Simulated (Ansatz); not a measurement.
# YTe: how the settings move a relaxation

How sensitive is a relaxation of YTe to its settings? A reference run comes first, then one run with altered input.

The COD entry's cell or inner coordinates are ideal or old and differ from later refinements, so a difference from it is no clean test against experiment.

Computed with Ansatz 0.2.0 (reference: DFT, PBEsol, PAW with Ansatz's default frozen-core files, scalar-relativistic; relaxation of cell and atoms, unless a step's input says otherwise).

1 further run of the same task is left out (set aside as unsound or not needed).

## 1. The structure to begin with

The structure is cubic, space group Fm-3m (No. 225). The conventional cell has a = 6.080 Å, b = 6.080 Å, c = 6.080 Å, α = 90.00°, β = 90.00°, γ = 90.00°. Around Y (site symmetry m-3m) lie 6 Te at 3.04 Å. Te (site symmetry m-3m) is surrounded by 6 Y at 3.04 Å.

As a file:

```xyz
2
Lattice="0.0000 3.0400 3.0400 3.0400 0.0000 3.0400 3.0400 3.0400 0.0000" Properties=species:S:1:pos:R:3 pbc="T T T"
Y     3.0400    3.0400    3.0400
Te    0.0000    0.0000    0.0000
```

## 2. Baseline

The input, input.yaml:

```yaml
crystal:
  lattice:
    - [0.0, 3.04, 3.04]
    - [3.04, 0.0, 3.04]
    - [3.04, 3.04, 0.0]
  atoms:
    - { symbol: "Y", position: [0.5, 0.5, 0.5] }
    - { symbol: Te, position: [0.0, 0.0, 0.0] }
kpoints:
  mp_grid: { grid: [12, 12, 12] }
scf:
  occupations: { method: fermi_dirac, width: 0.08 }
hamiltonian:
  xc: pbesol
  pseudopotentials: { kind: paw }
relax:
  f_tol: 0.002
  max_steps: 80
  cell: { p_target: 10 }
output:
  forces: true
  stress: true
```

Launch:

```sh
> ansatz run input.yaml --threads 1 --pin off --max-ram 2048MiB --backend cpu --events-out ev --progress --plain --runs-dir out
```

## 3. Variant: occupations.method tetrahedron_uncorrected, dr2_threshold 1.0e-06, width left out

input.yaml, as its differences from that of step 2:

```diff
@@ -11,3 +11,4 @@
 scf:
-  occupations: { method: fermi_dirac, width: 0.08 }
+  occupations: { method: tetrahedron_uncorrected }
+  convergence: { dr2_threshold: 1.0e-06 }
 hamiltonian:
```

What does the calculation give? Wanted: for each run, ending; energy change; pressure; gap; force.

As calculated:

| run | ending | energy change | pressure (GPa) | gap (eV) | force (eV/Å) | cycles | time |
| --- | --- | --- | --- | --- | --- | --- | --- |
| reference | converged | 0 | 10.0 | 0.00 | 0.00 | 29 | 8.3 s |
| 1: occupations.method tetrahedron_uncorrected, dr2_threshold 1.0e-06, width left out | converged | +21.9 meV/atom (σ→0) | 10.0 | 0.00 | 0.00 | 22 | 7.1 s |

**Reading.** Changing the smearing and convergence setting moves the energy by +21.9 meV/atom (σ→0 values), and the final volume goes from 50.17 to 50.22 Å³. Cost: 22 SCF cycles against 29.
